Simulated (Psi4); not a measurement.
# One shape, several levels: InHCl2 (SMILES [Cl][InH][Cl])

We compute a comparison of 6 runs (HF/STO-3G, HF/3-21G, HF/def2-SVP, wB97M-V/STO-3G, PBE0/def2-SVP, r2SCAN/def2-TZVP) of InHCl2. 

The results are computed with Psi4 1.11.

5 further runs of the same task are left out: 5 set aside as unsound or not needed.

## 1. The structure to begin with

The species is InHCl2 (4 atoms), meant as a singlet with charge 0. As SMILES, `[Cl][InH][Cl]`. Geometry: relaxed at PBE0-D4/def2-TZVP.

Bond lengths: Cl1–In2 2.312 Å, In2–Cl3 2.312 Å, In2–H4 1.694 Å. Angles: Cl1–In2–Cl3 111.9°, Cl1–In2–H4 124.1°, Cl3–In2–H4 124.1°.

## 2. The energy at HF/STO-3G (run 1)

The input, job.py:

```python
import psi4

psi4.set_memory('1600 MB')
psi4.set_num_threads(1)
psi4.set_output_file('run.log', False)

mol = psi4.geometry("""
0 1
Cl    -1.807300     0.708800    -0.992600
In     0.149700     0.132200     0.095600
Cl     0.538000    -2.146000     0.019800
H      1.175200     1.244600     0.856900
symmetry c1
no_reorient
no_com
""")

psi4.set_options({
    'basis': 'STO-3G',
    'puream': True,
    'e_convergence': 1e-09,
    'd_convergence': 1e-08,
    'scf_type': 'pk',
})

e, wfn = psi4.energy("scf", molecule=mol, return_wfn=True)
psi4.oeprop(wfn, "DIPOLE", "MAYER_INDICES", "QUADRUPOLE", title="SCF")
print(f'scf energy: {e:.10f} Eh')
```

On the command line:

```console
$ python job.py
```

run.log:

```text
[...]
  Running in c1 symmetry.
[...]
  Nuclear repulsion =  441.572712316489628
[...]
  Multiplicity = 1
[...]
  Nalpha       = 42
  Nbeta        = 42
[...]
    Number of basis functions: 46
[...]
   @RHF iter   1: -6592.64923119422656   -3.10434e+00   9.40906e-03 DIIS/ADIIS
[...]
   @RHF iter   9: -6592.79522858418022   -4.54747e-12   3.88398e-09 DIIS
[...]
    Orbital Energies [Eh]
    ---------------------
    Doubly Occupied:
       1A   -986.970539     2A   -146.105921     3A   -138.118024
       4A   -138.116561     5A   -138.116189     6A   -103.602812
       7A   -103.602799     8A    -27.793219     9A    -24.812914
      10A    -24.808643    11A    -24.807614    12A    -16.678834
      13A    -16.678769    14A    -16.677679    15A    -16.673423
      16A    -16.673151    17A    -10.298290    18A    -10.298107
      19A     -7.741135    20A     -7.740947    21A     -7.737379
      22A     -7.737270    23A     -7.736969    24A     -7.736942
      25A     -4.334117    26A     -3.153640    27A     -3.146537
      28A     -3.142175    29A     -0.973145    30A     -0.966363
      31A     -0.652131    32A     -0.648816    33A     -0.646247
      34A     -0.644694    35A     -0.638250    36A     -0.482020
[...]
  @RHF Final Energy: -6592.79522858418022
   => Energetics <=
    Nuclear Repulsion Energy =            441.5727123164896284
    One-Electron Energy =              -10010.7674486450705444
    Two-Electron Energy =                2976.3995077444010349
    Total Energy =                      -6592.7952285841802222
[...]
 Multipole Moments:
 ------------------------------------------------------------------------------------
     Multipole            Electronic (a.u.)      Nuclear  (a.u.)        Total (a.u.)
 ------------------------------------------------------------------------------------
 L = 1.  Multiply by 2.5417464519 to convert [e a0] to [Debye]
 Dipole X            :         25.5350481          -24.6941851            0.8408630
 Dipole Y            :         32.4894337          -31.5773236            0.9121101
 Dipole Z            :         21.4036617          -20.7799954            0.6236663
 Magnitude           :                                                    1.3885082
 L = 2.  Multiply by 1.3450342976 to convert [e a0^2] to [Debye ang]
 Quadrupole XX       :       -263.3878957          224.7178370          -38.6700587
 Quadrupole XY       :        142.2624773         -139.1721724            3.0903049
[...]
```

On the terminal:

```text
scf energy: -6592.7952285842 Eh
```

It took 1.9 s on 1 thread of Intel Xeon Platinum 8488C (Sapphire Rapids), shared host; peak memory 0.19 GiB.

## 3. Energy and forces at HF/3-21G (run 2)

The input, calc.py:

```python
import psi4

psi4.set_memory('1600 MB')
psi4.set_num_threads(1)
psi4.set_output_file('run.log', False)

mol = psi4.geometry("""
Cl    -1.807300     0.708800    -0.992600
In     0.149700     0.132200     0.095600
Cl     0.538000    -2.146000     0.019800
H      1.175200     1.244600     0.856900
units angstrom
symmetry c1
no_reorient
no_com
""")

psi4.set_options(dict(basis='3-21G', reference='rhf', puream=True, e_convergence=1e-09, d_convergence=1e-08, scf_type='pk'))

energy_value = psi4.gradient("scf", molecule=mol)
print('gradient / Eh bohr^-1')
print(energy_value.np.round(6))
```

On the command line:

```console
$ python calc.py
```

run.log:

```text
[...]
  Running in c1 symmetry.
[...]
  Nuclear repulsion =  441.572712316489628
[...]
  Multiplicity = 1
[...]
  Nalpha       = 42
  Nbeta        = 42
[...]
    Number of basis functions: 59
[...]
   @RHF iter   1: -6629.80181904571600   -3.30061e+00   9.31055e-03 DIIS/ADIIS
[...]
   @RHF iter  10: -6630.02766657453503   -8.18545e-12   1.69906e-09 DIIS
[...]
    Orbital Energies [Eh]
    ---------------------
    Doubly Occupied:
       1A   -991.790274     2A   -148.760614     3A   -138.192138
       4A   -138.191301     5A   -138.190855     6A   -104.094425
       7A   -104.094291     8A    -29.644680     9A    -25.186625
      10A    -25.183384    11A    -25.181830    12A    -17.587302
      13A    -17.586541    14A    -17.585060    15A    -17.583073
      16A    -17.582596    17A    -10.487767    18A    -10.487321
      19A     -7.950573    20A     -7.950502    21A     -7.947655
      22A     -7.947541    23A     -7.947395    24A     -7.947355
      25A     -5.091839    26A     -3.562675    27A     -3.560833
      28A     -3.558111    29A     -1.204503    30A     -1.202133
      31A     -1.190521    32A     -1.189543    33A     -1.186620
      34A     -1.073843    35A     -1.055513    36A     -0.586667
[...]
  @RHF Final Energy: -6630.02766657453503
   => Energetics <=
    Nuclear Repulsion Energy =            441.5727123164896284
    One-Electron Energy =              -10038.4143156947102398
    Two-Electron Energy =                2966.8139368036863743
    Total Energy =                      -6630.0276665745350329
[...]
 Multipole Moments:
 ------------------------------------------------------------------------------------
     Multipole            Electronic (a.u.)      Nuclear  (a.u.)        Total (a.u.)
 ------------------------------------------------------------------------------------
 L = 1.  Multiply by 2.5417464519 to convert [e a0] to [Debye]
 Dipole X            :         25.5949435          -24.6941851            0.9007583
 Dipole Y            :         32.5544436          -31.5773236            0.9771201
 Dipole Z            :         21.4481396          -20.7799954            0.6681442
 Magnitude           :                                                    1.4874629
[...]
  -Total Gradient:
     Atom            X                  Y                   Z
    ------   -----------------  -----------------  -----------------
       1        0.024548988673    -0.008345216082     0.013503160873
       2       -0.011016871891    -0.011932036138    -0.008178418453
       3       -0.005834762452     0.028626403166     0.000385626464
       4       -0.007697354283    -0.008349151075    -0.005710368828
[...]
```

Standard output:

```text
gradient / Eh bohr^-1
[[ 0.024549 -0.008345  0.013503]
 [-0.011017 -0.011932 -0.008178]
 [-0.005835  0.028626  0.000386]
 [-0.007697 -0.008349 -0.00571 ]]
```

It took 3.3 s on 1 thread of Intel Xeon Platinum 8488C (Sapphire Rapids), shared host; peak memory 0.2 GiB.

Runs 3 to 5 aren't shown in full; the table further down has their settings and results.

## 4. The energy at r2SCAN/def2-TZVP (core potential) (run 6)

The input, cl2hin.in:

```
memory 1600 mb

molecule molecule1 {
  0 1
  Cl    -3.41530203     1.33943788    -1.87574215
  In     0.28289200     0.24982179     0.18065782
  Cl     1.01667266    -4.05535226     0.03741658
  H      2.22080614     2.35195313     1.61930632
  units bohr
  symmetry c1
  no_reorient
  no_com
}

set globals {
  basis                def2-TZVP
  puream               true
  e_convergence        1e-09
  d_convergence        1e-08
  scf_type             pk
  dft_radial_points    99
  dft_spherical_points 590
}

e, wfn = energy("r2scan", return_wfn=True)
oeprop(wfn, "WIBERG_LOWDIN_INDICES", "QUADRUPOLE", "DIPOLE", title="R2SCAN")
print_variables()
```

On the command line:

```console
$ psi4 -n 1 cl2hin.in cl2hin.out
```

cl2hin.out:

```text
[...]
    !!!  WARNING: ECP capability is in beta. Please check occupations closely.  !!!
[...]
  Running in c1 symmetry.
[...]
  Nuclear repulsion =  214.953731256332560
[...]
  Multiplicity = 1
[...]
  Nalpha       = 28
  Nbeta        = 28
[...]
    Number of basis functions: 130
[...]
   @RKS iter   1: -1111.06761477322084   -7.59139e-01   5.52363e-03 DIIS/ADIIS
[...]
   @RKS iter  12: -1111.27033159990242   -2.50111e-12   3.22737e-09 DIIS
[...]
    Orbital Energies [Eh]
    ---------------------
    Doubly Occupied:
       1A   -101.177641     2A   -101.177634     3A     -9.354389
       4A     -9.354381     5A     -7.095622     6A     -7.095614
       7A     -7.091266     8A     -7.091259     9A     -7.090320
      10A     -7.090313    11A     -4.663724    12A     -3.073066
      13A     -3.063350    14A     -3.061625    15A     -0.797636
      16A     -0.795178    17A     -0.764089    18A     -0.762393
      19A     -0.760754    20A     -0.738481    21A     -0.721075
      22A     -0.431506    23A     -0.340867    24A     -0.338116
      25A     -0.309683    26A     -0.296876    27A     -0.290847
      28A     -0.290283
[...]
  @RKS Final Energy: -1111.27033159990242
   => Energetics <=
    Nuclear Repulsion Energy =            214.9537312563325600
    One-Electron Energy =               -2035.6454600969420881
    Two-Electron Energy =                 783.1124424784322855
    DFT Exchange-Correlation Energy =     -73.6910452377252057
    Empirical Dispersion Energy =           0.0000000000000000
    VV10 Nonlocal Energy =                  0.0000000000000000
    Total Energy =                      -1111.2703315999024198
[...]
 Multipole Moments:
 ------------------------------------------------------------------------------------
     Multipole            Electronic (a.u.)      Nuclear  (a.u.)        Total (a.u.)
 ------------------------------------------------------------------------------------
 L = 1.  Multiply by 2.5417464519 to convert [e a0] to [Debye]
 Dipole X            :         33.2204849          -32.6151611            0.6053237
 Dipole Y            :         39.2290352          -38.5723337            0.6567015
 Dipole Z            :         26.2874671          -25.8384142            0.4490530
 Magnitude           :                                                    0.9996610
 L = 2.  Multiply by 1.3450342976 to convert [e a0^2] to [Debye ang]
 Quadrupole XX       :       -260.7783624          222.4770568          -38.3013056
 Quadrupole XY       :        142.9783019         -141.1510053            1.8272966
[...]
```

Wall time 29 s (1 thread of Intel Xeon Platinum 8488C (Sapphire Rapids), shared host); peak memory 0.91 GiB.

## 5. The series

```
run                              level        task  core potential   energy (Eh)  dipole moment (D)  HOMO energy (eV)  LUMO energy (eV)  wall time
  1                          HF/STO-3G      energy            none  -6592.795229               3.53             -9.64              4.48      1.9 s
  2                           HF/3-21G    gradient            none  -6630.027667               3.78            -12.19              0.33      3.3 s
  3       HF/def2-SVP (core potential)    gradient            def2  -1108.599463               2.78            -11.93              0.79      5.4 s
  4              wB97M-V/STO-3G (ZORA)  properties            none  -6768.156414               3.08             -8.46              2.79       17 s
  5     PBE0/def2-SVP (core potential)    gradient            def2  -1110.627819               2.51             -8.76             -1.81      9.6 s
  6  r2SCAN/def2-TZVP (core potential)      energy            def2  -1111.270332               2.54             -7.90             -2.42       29 s
```

## 6. Outcome

| quantity | value |
| --- | --- |
| run 6: total energy | -1111.27033 Eh |
| run 6: dipole moment | 2.54 D |
| run 6: HOMO energy | -7.90 eV |
| run 6: LUMO energy | -2.42 eV |
| run 6: HOMO–LUMO gap | 5.48 eV |

The dipole moment (its size) runs from 2.51 D (PBE0/def2-SVP) to 3.78 D (HF/3-21G). The two ends differ in method and basis and core potential. The HOMO–LUMO gap runs from 5.48 eV (r2SCAN/def2-TZVP) to 14.11 eV (HF/STO-3G). Totals of different functionals can't be ranked against each other. Some runs of one species differ in core potentials or relativity; totals across that change don't compare. In runs 1, 4 the basis is minimal, so the values are rough. In runs 1, 2 relativity is left out where basis or elements ask for it. All runs together took 66 s, the longest 29 s.
